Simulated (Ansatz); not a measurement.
**CH₇NOSi: a ladder of functionals and wavefunction methods**

The task here is to estimate one member of a computed series from the others.

Method: functionals in def2-TZVPP, the program's frozen cores in correlated methods; program: Ansatz 0.2.0, Gaussian basis.

The runs, in order: LDA (SPW92), PBE-D4, revPBE-D4, BLYP-D4, r2SCAN-D4, B97M-V, PBE0-D4, B3LYP-D4, r2SCANh-D4, r2SCAN0-D4, HSE06-D4, BHLYP-D4, CAM-B3LYP-D4, LC-ωPBE, ωB97X-V, ωB97M-V, B2PLYP, PBE-QIDH; CCSD(T)/def2-SVP; CCSD(T)/def2-TZVPP; MP2/def2-QZVPP; extrapolation to the limit; RPA on PBE.

## The relaxed structure

The geometry comes from an earlier relaxation with PBE0-D4 in a triple-zeta def2 set; it is a stationary point, not always the lowest conformer.

SMILES `NCO[SiH3]`, 11 atoms, charge 0, spin multiplicity 1.

Atoms are counted from 1 here; the program's logs count them from 0.

Bond lengths: N1–C2 1.417 Å, N1–H5 1.012 Å, N1–H6 1.012 Å, C2–O3 1.428 Å, C2–H7 1.096 Å, C2–H8 1.096 Å, O3–Si4 1.643 Å, Si4–H9 1.491 Å, Si4–H10 1.481 Å, Si4–H11 1.491 Å. Angles: C2–N1–H5 111.2°, C2–N1–H6 111.2°, H5–N1–H6 108.2°, N1–C2–O3 112.7°, N1–C2–H7 108.8°, N1–C2–H8 108.8°, O3–C2–H7 109.0°, O3–C2–H8 109.0°, H7–C2–H8 108.5°, C2–O3–Si4 123.3°, O3–Si4–H9 111.1°, O3–Si4–H10 106.7°, O3–Si4–H11 111.1°, H9–Si4–H10 110.1°, H9–Si4–H11 107.8°, H10–Si4–H11 110.1°.

Set-up of the first run:

in.yaml

```yaml
crystal:
  periodic: [false, false, false]
  atoms:
    - {symbol: N, position_ang: [-1.796538, 1.099788, -0.223611]}
    - {symbol: C, position_ang: [-0.862140, 0.165416, 0.287346]}
    - {symbol: O, position_ang: [0.380620, 0.189302, -0.416064]}
    - {symbol: Si, position_ang: [1.648801, -0.785325, -0.039914]}
    - {symbol: H, position_ang: [-2.009751, 0.910716, -1.194332]}
    - {symbol: H, position_ang: [-1.443043, 2.045281, -0.155839]}
    - {symbol: H, position_ang: [-1.292583, -0.840115, 0.216606]}
    - {symbol: H, position_ang: [-0.678049, 0.390904, 1.344073]}
    - {symbol: H, position_ang: [2.106038, -0.554796, 1.359902]}
    - {symbol: H, position_ang: [2.735138, -0.455108, -0.990859]}
    - {symbol: H, position_ang: [1.277007, -2.223162, -0.166708]}
basis:
  gaussian: {orbitals: def2-TZVPP}
hamiltonian: {xc: lda}
output: {orbitals: {seedname: orbitals}}
```

Launch:

```sh
ansatz run in.yaml --threads 2 --pin off --events-out ev --progress --plain --max-ram 4352MiB
```

Steps of the session up to this table: LDA; PBE-D4 (GGA); revPBE-D4 (GGA); BLYP-D4 (GGA); r2SCAN-D4 (meta-GGA); B97M-V (meta-GGA); B3LYP-D4 (hybrid); r2SCANh-D4 (hybrid); r2SCAN0-D4 (hybrid); HSE06-D4 (hybrid); BHLYP-D4 (hybrid); CAM-B3LYP-D4 (range-separated); LC-ωPBE (range-separated); ωB97X-V (range-separated); ωB97M-V (range-separated); B2PLYP (double hybrid); PBE-QIDH (double hybrid).

One table of the session follows, with a row left open; its other results are not shown here.

It belongs to the step «Frontier levels by functional». 

| functional | HOMO (eV) | LUMO (eV) | gap (eV) |
| --- | --- | --- | --- |
| LDA (SPW92) | -6.33 | -0.74 | 5.59 |
| PBE-D4 | -6.18 | -0.47 | 5.71 |
| revPBE-D4 | ? | ? | ? |
| BLYP-D4 | -6.06 | -0.36 | 5.71 |
| r2SCAN-D4 | -6.50 | -0.01 | 6.49 |
| B97M-V | -6.69 | -0.32 | 6.37 |
| PBE0-D4 | -7.68 | 0.38 | 8.06 |
| B3LYP-D4 | -7.42 | 0.14 | 7.56 |
| r2SCANh-D4 | -7.06 | 0.27 | 7.33 |
| r2SCAN0-D4 | -7.91 | 0.67 | 8.58 |
| HSE06-D4 | -7.27 | 0.00 | 7.28 |
| BHLYP-D4 | -9.12 | 1.17 | 10.29 |
| CAM-B3LYP-D4 | -9.14 | 1.30 | 10.44 |
| LC-ωPBE | -10.56 | 2.50 | 13.05 |
| ωB97X-V | -10.19 | 2.34 | 12.53 |
| ωB97M-V | -10.12 | 1.98 | 12.10 |

Estimate the missing values for revPBE-D4.

As computed: HOMO (eV): -6.12; LUMO (eV): -0.35; gap (eV): 5.77. In the column «HOMO (eV)» it lies between PBE-D4 (-6.18) and BLYP-D4 (-6.06).
